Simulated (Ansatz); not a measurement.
Working through an atomisation energy of AlBH5NO, SMILES B[O][AlH][NH2]

With the Ansatz DFT code, driven from Python.

Notebook, run cell by cell (the value of a cell's last expression is shown):

In [1]:
```python
from collections import Counter

import ansatz as az
```

In [2]:
```python
def single_point(molecule, charge=0, unpaired=0):
    calc = (
        molecule.calculation()
        .basis(gaussian='STO-3G')
        .functional('hf')
        .accuracy('medium')
        .scf(lower_state_search='light')
    )
    if charge:
        calc = calc.charge(charge)
    if unpaired:
        calc = calc.spin('collinear', total=unpaired)
    report = calc.run(threads=1, pin='off').report
    if report['published_state_doubts']:
        print('  doubts:', report['published_state_doubts'])
    return report['free_energy_ev']

geometry = (
    az.Crystal.molecule()
    .atom('B', (-1.6119, 0.583, 0.4652))
    .atom('O', (-0.9787, -0.5285, 1.03))
    .atom('Al', (0.7632, -0.2865, 0.5918))
    .atom('N', (1.5575, -0.9701, -1.0403))
    .atom('H', (-1.8303, 1.5938, 1.0845))
    .atom('H', (-2.1085, 0.5809, -0.64))
    .atom('H', (1.7815, 0.5183, 1.6013))
    .atom('H', (0.7161, -1.394, -1.5495))
    .atom('H', (1.7998, -0.1433, -1.5602))
)
```

In [3]:
```python
# Hund ground states
unpaired = {'B': 1, 'O': 2, 'Al': 1, 'N': 3, 'H': 1}
counts = Counter(site.symbol for site in geometry.cartesian_sites)
atom_energy = {s: single_point(az.Crystal.molecule().atom(s, (0, 0, 0)), 0, unpaired[s]) for s in counts}
whole = single_point(geometry, 0, 0)
for s, e in atom_energy.items():
    print(f'{s:2s} x{counts[s]}  {e:14.5f} eV')
print(f'AlBH5NO: {whole:.5f} eV')
split = sum(counts[s] * e for s, e in atom_energy.items()) - whole
print(f'atomisation energy (no zero-point term): {split:.3f} eV, {split / sum(counts.values()):.3f} eV an atom')
```
```text
B  x1      -657.12746 eV
O  x1     -2008.31324 eV
Al x1     -6499.66715 eV
N  x1     -1461.76873 eV
H  x5       -12.69634 eV
AlBH5NO: -10719.53932 eV
atomisation energy (no zero-point term): 29.181 eV, 3.242 eV an atom
```

29.181 eV from the electronic energies, without the zero-point term.

What to keep in mind:
- These settings explore the input space; basis and method may be short of convergence.
- The geometry is a force-field or estimated start, not a minimum of this method, and the basis set is short of its limit. All parts are taken at fixed geometry, without zero-point energy.
- Hartree-Fock leaves correlation out, so bond, atomisation and ionisation energies come out well too low.
- Timing: 0.8 s on 1 thread of Arm Neoverse V2 (shared host), peak memory 0.13 GiB.
